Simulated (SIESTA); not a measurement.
Wanted: the native input for a SIESTA 5.4.2 run.

```
Task                : band structure
Functional          : PBEsol
Potentials or basis : PseudoDojo 0.4 standard (PBEsol files)
Basis               : DZP (energy shift 0.003 Ry; two zetas on semicore shells)
Grid cutoff         : 800 Ry
Energy shift        : 0.003 Ry
k mesh              : 9 × 9 × 1
Occupations         : fermi-dirac, width 0.05 eV
Spin                : no spin polarisation
```

Slab: W3Se4S2, a slab with vacuum.

```
W Se S
1.0
     3.27496    0.00000    0.00000
    -1.63748    2.83620    0.00000
     0.00000    0.00000   30.25478
W Se S
3 4 2
Cartesian
  0.0000 1.8908 0.0000
  0.0000 0.0000 6.9990
  0.0000 0.0000 23.2557
  0.0000 1.8908 8.6995
  0.0000 1.8908 24.9561
  0.0000 1.8908 5.2987
  0.0000 1.8908 21.5553
  0.0000 0.0000 28.7110
  0.0000 0.0000 1.5438
```

One way to write it, as run:

W3Se4S2.fdf

```
SystemName                      W3Se4S2
SystemLabel                     W3Se4S2
NumberOfSpecies                 3
NumberOfAtoms                   9
%block ChemicalSpeciesLabel
  1  74 W
  2  34 Se
  3  16 S
%endblock ChemicalSpeciesLabel

LatticeConstant                 1.0 Ang
%block LatticeVectors
     3.2749581521     0.0000000000     0.0000000000
    -1.6374790761     2.8361969561     0.0000000000
     0.0000000000     0.0000000000    30.2547770000
%endblock LatticeVectors
AtomicCoordinatesFormat         Fractional
%block AtomicCoordinatesAndAtomicSpecies
     0.3333333333     0.6666666667     0.0000000000  1  W
     0.0000000000     0.0000000000     0.2313370000  1  W
     0.0000000000     0.0000000000     0.7686630000  1  W
     0.3333333333     0.6666666667     0.2875420000  2  Se
     0.3333333333     0.6666666667     0.8248640000  2  Se
     0.3333333333     0.6666666667     0.1751360000  2  Se
     0.3333333333     0.6666666667     0.7124580000  2  Se
     0.0000000000     0.0000000000     0.9489740000  3  S
     0.0000000000     0.0000000000     0.0510260000  3  S
%endblock AtomicCoordinatesAndAtomicSpecies

%block kgrid.MonkhorstPack
    9   0   0  0.0
    0   9   0  0.0
    0   0   1  0.0
%endblock kgrid.MonkhorstPack
XC.Functional                   GGA
XC.Authors                      PBEsol
PAO.BasisSize                   DZP
PAO.EnergyShift                 0.003 Ry
Mesh.Cutoff                     800 Ry
OccupationFunction              FD
ElectronicTemperature           0.05 eV
MaxSCFIterations                120
SCF.MustConverge                false
SCF.Mixer.Method                Pulay
SCF.Mixer.Weight                0.25
SCF.Mixer.History               8
SCF.DM.Tolerance                5.0e-05
SCF.H.Tolerance                 1.0e-03 eV
WriteForces                     true
Charge.Mulliken                 end
BandLinesScale                  ReciprocalLatticeVectors
%block BandLines
    1    0.000000   0.000000   0.000000  \Gamma
   14    0.500000   0.000000   0.000000  M
    8    0.333333   0.333333   0.000000  K
   16    0.000000   0.000000   0.000000  \Gamma
    2    0.000000   0.000000   0.500000  A
   14    0.500000   0.000000   0.500000  L
    8    0.333333   0.333333   0.500000  H
   16    0.000000   0.000000   0.500000  A
    1    0.500000   0.000000   0.500000  L
    2    0.500000   0.000000   0.000000  M
    1    0.333333   0.333333   0.000000  K
    2    0.333333   0.333333   0.500000  H
%endblock BandLines
%block PAO.Basis
  W 5
  n=5 0 2
    3.045 0.000
  n=6 0 2
    7.595 0.000
  n=5 1 2
    3.655 0.000
  n=6 1 1
    7.595
  n=5 2 2
    6.615 0.000
  Se 4
  n=4 0 2
    5.129 0.000
  n=4 1 2
    6.708 0.000
  n=3 2 2
    2.662 0.000
  n=4 2 1
    6.708
%endblock PAO.Basis
```

Potentials or basis: PseudoDojo 0.4 standard (PBEsol files), DZP (energy shift 0.003 Ry; two zetas on semicore shells).

Command:

```console
$ siesta < W3Se4S2.fdf > W3Se4S2.out 2>&1
```

Results of the run:

```json
{
 "Largest force": "0.401 eV/Å",
 "Band gap on the k mesh": "0.73 eV, direct",
 "Band gap along the path": "0.73 eV, direct"
}
```

Caveat: spin-orbit coupling is left out, which moves the levels of the heavy elements; the basis of atomic orbitals isn't converged, which shifts pressures, moduli and gaps.

It took 2.6 min on 1 thread of AMD EPYC 7R43 64-Core Processor (Zen 3), on a shared host, peak memory 0.8 GiB.
